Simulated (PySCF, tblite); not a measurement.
# C7H11FSSi: geometry, infrared bands and NMR shifts

Wanted: the infrared bands and NMR shifts of C7H11FSSi (`F[Si@@H]1CC(=S)[C@@H](C2CC2)C1`), by calculation.

Programs: tblite 0.8.0 and PySCF 2.14.0, with density-fitted response routines of our own. Each step states its level of theory. These are calculated values for one molecule in the gas phase, unless marked as measured. Atoms are numbered from 0 throughout.

## (1) The molecule as given

21 atoms, charge 0, multiplicity 1; geometry from: force field or distance geometry start.

Bonds of the start (Å): F0–Si1 1.58, Si1–C2 1.87, C2–C3 1.52, C3–S4 1.66, C3–C5 1.54, C5–C6 1.52, C6–C7 1.51, C7–C8 1.51, C5–C9 1.55, C9–Si1 1.89, C8–C6 1.52, Si1–H10 1.49, C2–H11 1.09, C2–H12 1.10, C5–H13 1.10, C6–H14 1.09, C7–H15 1.09, C7–H16 1.08, C8–H17 1.08, C8–H18 1.08, C9–H19 1.10, C9–H20 1.10.

## (2) Optimising the geometry with GFN2-xTB

What the job is given:

```
{"job": {"kind": "relax", "xc": "GFN2-xTB", "basis": "xTB"}, "charge": 0, "multiplicity": 1}
F     -3.675500    -0.781000    -0.774000
Si    -2.390400    -0.499300     0.108700
C     -1.946100     1.321100     0.104600
C     -0.597000     1.401100    -0.596700
S      0.015100     2.851900    -1.133100
C      0.190100     0.079300    -0.694700
C      1.089100    -0.125300     0.511000
C      2.525900     0.350700     0.492300
C      2.223500    -1.128500     0.450100
C     -0.846300    -1.061800    -0.820500
H     -2.484200    -1.076600     1.483500
H     -1.870300     1.711800     1.121600
H     -2.707100     1.904200    -0.441100
H      0.815800     0.087600    -1.603600
H      0.559900    -0.033000     1.462600
H      2.933200     0.758300     1.413600
H      2.905100     0.812600    -0.411100
H      2.433600    -1.715600     1.336400
H      2.400600    -1.649300    -0.475000
H     -0.461100    -2.019500    -0.453500
H     -1.122700    -1.171700    -1.874400
```

Run with:

```console
$ OMP_NUM_THREADS=1 python probes_run.py task.json out
```

This one command runs all jobs of the session in turn.

**Question.** This job is followed by: GFN2-xTB harmonic vibrations, gas phase; GIAO PBE0/pcSseg-1 NMR shielding, non-relativistic, gas phase. What will the session give for the following? strongest single infrared mode (GFN2-xTB); zero-point energy (GFN2-xTB); ¹³C shifts against TMS (PBE0/pcSseg-1); ¹H shifts against TMS (PBE0/pcSseg-1); ¹⁹F shifts against CFCl3 (PBE0/pcSseg-1); ²⁹Si shifts against TMS (PBE0/pcSseg-1); ³³S shifts against CS2 (PBE0/pcSseg-1); surface potential, 1st and 99th percentile.

The runs gave:

| quantity | value |
| --- | --- |
| strongest single infrared mode (GFN2-xTB) | 2367 cm⁻¹, 293 km/mol |
| zero-point energy (GFN2-xTB) | 101.4 kcal/mol |
| ¹³C shifts against TMS (PBE0/pcSseg-1) | 283.9, 71.7, 40.9, 26.0, 25.2, 9.3, 6.8 ppm |
| ¹H shifts against TMS (PBE0/pcSseg-1) | 5.87, 3.09, 2.76, 2.29, 1.62, 1.62, 0.64, 0.62, 0.38, 0.34, 0.31 ppm |
| ¹⁹F shifts against CFCl3 (PBE0/pcSseg-1) | -201.3 ppm |
| ²⁹Si shifts against TMS (PBE0/pcSseg-1) | 33.6 ppm |
| ³³S shifts against CS2 (PBE0/pcSseg-1) | 969 ppm |
| surface potential, 1st and 99th percentile | -1.06 V and 1.38 V |

What this shows: The optimisation took 114 steps and gained 0.251 eV; among the close pairs (by a distance rule), Si1–H10 changed most, from 1.494 to 1.451 Å. No mode is imaginary among the 57: a minimum at this level. The strongest single mode, at 2367 cm⁻¹, moves mainly H10. Unscaled tight-binding wavenumbers are off by several per cent, some by more. Its intensities can rank the bands wrongly. C3 (thiocarbonyl carbon) lies farthest downfield among carbon, at 283.9 ppm; low-lying n→π* states of the double bond to the heteroatom give a large paramagnetic term (-359 ppm). At PBE0/pcSseg-1: The largest span, 2222 ppm, is at S4, where the paramagnetic term is -1523 ppm. By nearest atom (PBE0/pcSseg-1), the HOMO sits on S4 80 % and the LUMO on C3 41 %; S4 37 %.
